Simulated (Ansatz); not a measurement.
# Ti3AlN4: the cost of one run

Computed with Ansatz 0.2.0 (DFT PBE, scalar-relativistic, plane waves, PAW, unless a step's input says otherwise).

### Step 1. Starting point

It takes space group I4/mmm (No. 139, tetragonal). The conventional cell has a = 4.635 Å, b = 4.635 Å, c = 9.269 Å, α = 90.00°, β = 90.00°, γ = 90.00°. Ti (site symmetry -4m2) is surrounded by 6 N at 2.32 Å. Around Ti (site symmetry 4/mmm) lie 6 N at 2.32 Å. Al (site symmetry 4/mmm) has 6 N at 2.32 Å as nearest neighbours. N (site symmetry mmm) has 4 Ti at 2.32 Å and 2 Al at 2.32 Å as nearest neighbours. Around N (site symmetry 4mm) lie 5 Ti at 2.32 Å and 1 Al at 2.32 Å.

As a file:

```
CELL_PARAMETERS angstrom
-2.31734 2.31734 4.63467
2.31734 -2.31734 4.63467
2.31734 2.31734 -4.63467
ATOMIC_POSITIONS crystal
Ti 0.75000 0.25000 0.50000
Ti 0.25000 0.75000 0.50000
Ti 0.50000 0.50000 0.00000
Al 0.00000 0.00000 0.00000
N 0.50000 0.00000 0.50000
N 0.00000 0.50000 0.50000
N 0.25000 0.25000 0.00000
N 0.75000 0.75000 0.00000
```

The start is an ordering of an alloy on its end members' structure types: elements ordered on the sites of the AlN type, Ti/Al on Al (I4/mmm, No. 139).

### Step 2. The guess as it stands, on a coarse mesh

The input, input.yaml:

```yaml
crystal:
  lattice:
    - [-2.31733547, 2.31733547, 4.63467093]
    - [2.31733547, -2.31733547, 4.63467093]
    - [2.31733547, 2.31733547, -4.63467093]
  atoms:
    - { symbol: Ti, position: [0.75, 0.25, 0.5], spin: 1.0 }
    - { symbol: Ti, position: [0.25, 0.75, 0.5], spin: 1.0 }
    - { symbol: Ti, position: [0.5, 0.5, 0.0], spin: -1.0 }
    - { symbol: Al, position: [0.0, 0.0, 0.0] }
    - { symbol: "N", position: [0.5, 0.0, 0.5] }
    - { symbol: "N", position: [0.0, 0.5, 0.5] }
    - { symbol: "N", position: [0.25, 0.25, 0.0] }
    - { symbol: "N", position: [0.75, 0.75, 0.0] }
basis:
  ecutwfc: 420
kpoints:
  mp_grid: { grid: [6, 6, 6] }
hamiltonian:
  xc: pbe
scf:
  occupations: { method: gaussian, width: 0.1 }
  lower_state_search: "off"
output:
  forces: true
  stress: true
  eigenvalues: true
  populations: true
magnetization:
  spin_polarized: true
```

Launch:

```
$ ansatz run input.yaml --threads 1 --pin off --max-ram 2560MiB --backend cpu --events-out ev --progress --plain --runs-dir out
```

What time and memory should one allow on 1 thread of Intel Xeon at 2.50GHz (Skylake/Cascade Lake), shared host?

About 74 s, with a peak of 0.53 GiB.
